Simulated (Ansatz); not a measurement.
The system is LaSb.

```
La Sb
1.0
     0.00000    3.24500    3.24500
     3.24500    0.00000    3.24500
     3.24500    3.24500    0.00000
La Sb
1 1
Direct
  0.00000 0.00000 0.00000
  0.50000 0.50000 0.50000
```

- Program: Ansatz 0.2.0
- Task: relaxation of cell and atoms
- Functional: revPBE
- Potentials or basis: Ansatz PAW
- Cutoff: 420 eV (not typed: the program's choice for these potentials)
- k mesh: 7 × 7 × 7
- Occupations: fermi-dirac, width 0.05 eV
- Spin: no spin polarisation

At the start: volume 34.17 Å³/atom.

Where does the relaxation end?

It ends after 5 steps and the volume is 35.84 Å³/atom (+4.9 %); space group Fm-3m (No. 225, to 0.05 Å).

The path:
```tsv
step	energy change (eV)	largest force (eV/Å)	volume (Å³)
1	0.0000	0.0000	68.34
2	-0.0165	0.0000	73.77
3	-0.0255	0.0000	71.84
4	-0.0256	0.0000	71.68
5	-0.0259	0.0000	71.68
```

Final structure:
```cif
data_structure
_symmetry_space_group_name_H-M 'P 1'
_symmetry_Int_Tables_number 1
_cell_length_a 4.6627
_cell_length_b 4.6627
_cell_length_c 4.6627
_cell_angle_alpha 60.000
_cell_angle_beta 60.000
_cell_angle_gamma 60.000
_cell_volume 71.68
loop_
_atom_site_label
_atom_site_type_symbol
_atom_site_fract_x
_atom_site_fract_y
_atom_site_fract_z
_atom_site_occupancy
La1 La 0.00000 0.00000 0.00000 1
Sb1 Sb 0.50000 0.50000 0.50000 1
```

Caveat: the plane-wave basis is chosen anew once the cell has moved, so the energies of steps on either side of that aren't comparable; the PAW data sets come from PBE, with cores solved anew for the run's functional, which leaves a small shift of forces and pressure.
